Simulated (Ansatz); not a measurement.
# TaN: the cost of one run

Method: DFT LDA+U (U_eff = 2 eV on Ta d), plane waves, PAW, no spin–orbit coupling unless a run says so, in Ansatz 0.2.0.

### Step 1. The structure to begin with

The structure is hexagonal, space group P-62m (No. 189). Conventional cell: a = 5.196 Å, b = 5.196 Å, c = 2.911 Å, α = 90.00°, β = 90.00°, γ = 120.00°. Ta (site symmetry -6) is surrounded by 6 N at 2.16 Å. Around Ta (site symmetry -62m) lie 3 N at 2.04 Å. Around N (site symmetry m2m) lie 5 Ta at 2.04 to 2.16 Å.

As a file:

```xyz
6
Lattice="5.1960 0.0000 0.0000 -2.5980 4.4999 0.0000 0.0000 0.0000 2.9110" Properties=species:S:1:pos:R:3 pbc="T T T"
Ta    0.0000    2.9999    1.4555
Ta    2.5980    1.5000    1.4555
Ta    0.0000    0.0000    0.0000
N     2.0412    0.0000    0.0000
N     1.5774    2.7321    0.0000
N    -1.0206    1.7678    0.0000
```

An earlier series on this cell reached its lowest free state from «ferromagnetic start, free, natural orbitals of the symmetric run filled by rank», perhaps among other starts (it ended without moments).

### Step 2. Ferrimagnetic site moments held

The input, input.yaml:

```yaml
crystal:
  lattice:
    - [5.19600015, 0.0, 0.0]
    - [-2.59800008, 4.49986813, 0.0]
    - [0.0, 0.0, 2.9109996]
  atoms:
    - { symbol: Ta, position: [0.3333333333, 0.6666666667, 0.5], spin: 2.0 }
    - { symbol: Ta, position: [0.6666666667, 0.3333333333, 0.5], spin: -1.0 }
    - { symbol: Ta, position: [0.0, 0.0, 0.0], spin: 2.0 }
    - { symbol: "N", position: [0.39285, 0.0, 0.0] }
    - { symbol: "N", position: [0.60715, 0.60715, 0.0] }
    - { symbol: "N", position: [0.0, 0.39285, 0.0] }
basis:
  ecutwfc: 420
  ecutrho_ratio: 4
kpoints:
  mp_grid: { grid: [4, 4, 6] }
hamiltonian:
  xc: lda
  hubbard:
    sites:
      - { site: 0, l: d, u_eff: 2.0 }
      - { site: 1, l: d, u_eff: 2.0 }
      - { site: 2, l: d, u_eff: 2.0 }
scf:
  occupations: { method: gaussian, width: 0.05 }
  lower_state_search: "off"
  max_iter: 150
output:
  forces: true
  stress: true
  eigenvalues: true
  populations: true
  hubbard: { sites: [{ site: 0, l: d }, { site: 1, l: d }, { site: 2, l: d }] }
magnetization:
  spin_polarized: true
  spin_locking: { lock_spins: true }
```

The lock stays on to the end, so the result is a constrained state.

Launch:

```bash
$ ansatz run input.yaml --threads 4 --pin off --max-ram 6144MiB --backend cpu --events-out ev --progress --plain --runs-dir out
```

What time and memory should one allow on 4 threads of Arm Neoverse V2, shared host?

About 7.5 s, with a peak of 0.38 GiB.
